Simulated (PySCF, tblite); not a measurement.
# C8H14BN: geometry, infrared bands and NMR shifts

Wanted: the infrared bands and NMR shifts of C8H14BN (`CC[BH2-][NH2+]c1ccccc1`), by calculation.

Programs: tblite 0.8.0 and PySCF 2.14.0, with density-fitted response routines of our own. Each step states its level of theory. These are calculated values for one molecule in the gas phase, unless marked as measured. Atoms are numbered from 0 throughout.

**1. The starting structure**

24 atoms, charge 0, multiplicity 1; geometry from: force field or distance geometry start.

Bonds of the start (Å): C0–C1 1.50, C1–B2 1.60, B2–N3 1.49, N3–C4 1.41, C4–C5 1.38, C5–C6 1.40, C6–C7 1.39, C7–C8 1.39, C8–C9 1.40, C9–C4 1.38, C0–H10 1.12, C0–H11 1.10, C0–H12 1.11, C1–H13 1.09, C1–H14 1.14, B2–H15 1.18, B2–H16 1.22, N3–H17 1.06, N3–H18 1.05, C5–H19 1.07, C6–H20 1.07, C7–H21 1.08, C8–H22 1.09, C9–H23 1.09.

**2. Relaxing the molecule with GFN2-xTB**

Job settings and geometry (Å):

```
{"job": {"kind": "relax", "xc": "GFN2-xTB", "basis": "xTB"}, "charge": 0, "multiplicity": 1}
C     -2.855000    -0.859000    -0.131200
C     -2.715000     0.631800    -0.202200
B     -1.265200     1.122900    -0.672600
N     -0.257200     1.055200     0.425800
C      0.889400     0.281700     0.169000
C      0.866600    -1.045700    -0.215200
C      2.051700    -1.743400    -0.473000
C      3.293300    -1.139400    -0.356300
C      3.310800     0.198700     0.019700
C      2.122000     0.892200     0.276800
H     -3.935200    -1.113900     0.021200
H     -2.452500    -1.390500    -1.000800
H     -2.299700    -1.225000     0.756700
H     -3.526600     1.047300    -0.796700
H     -2.842300     1.009700     0.864500
H     -0.942000     0.641200    -1.694500
H     -1.425600     2.309200    -0.904900
H     -0.770900     0.731400     1.295400
H      0.068300     2.024900     0.672300
H     -0.056700    -1.580600    -0.311800
H      2.027700    -2.777000    -0.756800
H      4.202900    -1.680900    -0.557100
H      4.279800     0.690100     0.118800
H      2.220000     1.938800     0.563900
```

Started as:

```bash
> OMP_NUM_THREADS=1 python probes_run.py task.json out
```

One launch serves the whole session: the jobs run in the order shown.

**Question.** This job is followed by: GFN2-xTB harmonic vibrations, gas phase; GIAO PBE0/pcSseg-1 NMR shielding, non-relativistic, gas phase. Predict these results of the whole session: strongest single infrared mode (GFN2-xTB); zero-point energy (GFN2-xTB); 13C shifts against TMS (PBE0/pcSseg-1, means over atoms taken as alike); 1H shifts against TMS (PBE0/pcSseg-1, means over atoms taken as alike); 11B shifts against BF3·OEt2 (PBE0/pcSseg-1); 15N shifts against NH3 (PBE0/pcSseg-1).

**Answer**, as computed:

```
                                                               quantity                                         value
                              strongest single infrared mode (GFN2-xTB)                         1106 cm⁻¹, 407 km/mol
                                           zero-point energy (GFN2-xTB)                                127.8 kcal/mol
13C shifts against TMS (PBE0/pcSseg-1, means over atoms taken as alike)    146.7, 134.9, 131.6, 125.8, 16.4, 15.7 ppm
 1H shifts against TMS (PBE0/pcSseg-1, means over atoms taken as alike)  7.70, 7.54, 7.28, 4.63, 2.41, 1.06, 0.60 ppm
                            11B shifts against BF3·OEt2 (PBE0/pcSseg-1)                                      -6.7 ppm
                                 15N shifts against NH3 (PBE0/pcSseg-1)                                      86.3 ppm
```

**Reading.** The optimisation took 204 steps and gained 0.786 eV; among the close pairs (by a distance rule), B2–N3 changed most, from 1.492 to 1.681 Å. No mode is imaginary among the 66: a minimum at this level. The strongest single mode, at 1106 cm⁻¹, is carried by H16, H15, B2, H18. Unscaled tight-binding wavenumbers are off by several per cent, some by more. Its intensities can rank the bands wrongly. NICS(1)zz of -28 ppm above the planar ring from C4 marks a diatropic (aromatic) ring current.
